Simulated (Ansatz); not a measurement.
Consider an equation of state with a fit of YHg, space group Pm-3m (the Ansatz DFT code, driven from Python).

`eos_yhg.py`:
```python
"""Energy against volume for YHg, with a fit."""

import warnings

import ansatz
import numpy as np
from scipy.optimize import curve_fit

VECTORS = np.array([
    [3.68, 0.0, 0.0],
    [0.0, 3.68, 0.0],
    [0.0, 0.0, 3.68],
])
SITES = [
    ("Y", (0.5, 0.5, 0.5)),
    ("Hg", (0.0, 0.0, 0.0)),
]


def make_crystal(cell):
    crystal = ansatz.Crystal(lattice=ansatz.Lattice.of(cell))
    for symbol, position in SITES:
        crystal = crystal.atom(symbol, position)
    return crystal

def vinet(v, e0, v0, b0, b1):
    eta = (v / v0) ** (1 / 3)
    return e0 + 2 * b0 * v0 / (b1 - 1) ** 2 * (2 - (5 + 3 * b1 * (eta - 1) - 3 * eta) * np.exp(-1.5 * (b1 - 1) * (eta - 1)))

warnings.simplefilter("ignore", ansatz.DeckWarning)

# uniform scaling of the cell
volumes, energies = [], []
for scale in np.linspace(0.94, 1.06, 7):
    cell = VECTORS * scale ** (1 / 3)
    model = (
        make_crystal(cell).calculation()
        .occupations(ansatz.OccupationsMethod.FERMI_DIRAC, width=0.1)
        .functional("pbesol", dispersion="d4")
        .basis(470)
        .kpoints(6, 6, 6)
    )
    report = model.run().report
    volumes.append(abs(np.linalg.det(cell)) / len(SITES))
    energies.append(report["free_energy_ev"] / len(SITES))
    print(f"V = {volumes[-1]:8.4f} A^3/atom  F = {energies[-1]:.5f} eV/atom")

guess = (min(energies), volumes[int(np.argmin(energies))], 0.5, 4.5)
(e0, v0, b0, b1), _ = curve_fit(vinet, np.array(volumes), np.array(energies), p0=guess, maxfev=20000)
print(f"Vinet fit: V0 = {v0:.4f} A^3/atom, B0 = {160.21766 * b0:.1f} GPa, B1 = {b1:.2f}")
print("largest residual", round(1000 * float(np.abs(vinet(np.array(volumes), e0, v0, b0, b1) - energies).max()), 3), "meV/atom")
```

Where does the minimum lie against the volume typed, and how stiff is the crystal?

A third-order Birch-Murnaghan fit through the 7 points (the script's own form differs a little) has its minimum at 24.10 Å³ an atom, 3.3 % below the typed cell, with a bulk modulus of 78 GPa and dB/dP = 4.5. From that minimum the energy rises by 4.9 meV an atom on the compressed side and 45.9 meV on the expanded side. The window is off centre, so dB/dP is rough.

The run itself:

Output of `python eos_yhg.py`:
```text
V =  23.4229 A^3/atom  F = -8732.39794 eV/atom
V =  23.9213 A^3/atom  F = -8732.40249 eV/atom
V =  24.4197 A^3/atom  F = -8732.40179 eV/atom
V =  24.9180 A^3/atom  F = -8732.39641 eV/atom
V =  25.4164 A^3/atom  F = -8732.38684 eV/atom
V =  25.9147 A^3/atom  F = -8732.37355 eV/atom
V =  26.4131 A^3/atom  F = -8732.35694 eV/atom
Vinet fit: V0 = 24.0986 A^3/atom, B0 = 78.3 GPa, B1 = 4.47
largest residual 0.002 meV/atom
```

What to keep in mind:
- Total energies depend on the potentials; only differences at equal settings carry meaning.
- Dispersion corrections can be off by several per cent in the lattices of metals, and by several GPa in the pressure at a fixed cell.
- The mesh is modest for a metal, so energies can be off by several to tens of meV an atom and pressures by half a GPa or more; differences at equal mesh fare better.
- Spin-orbit coupling, which matters for elements this heavy, is left out.
- The structure is a deposited one; some such entries were measured under pressure or heat, so a shift against it needn't be the functional's error alone.
- Wall time of the script: 7.2 s on 1 thread of Arm Neoverse V2, with other jobs on the host, peak memory 0.41 GiB.

(Lines on the test bed's own set-up are left out of the output.)
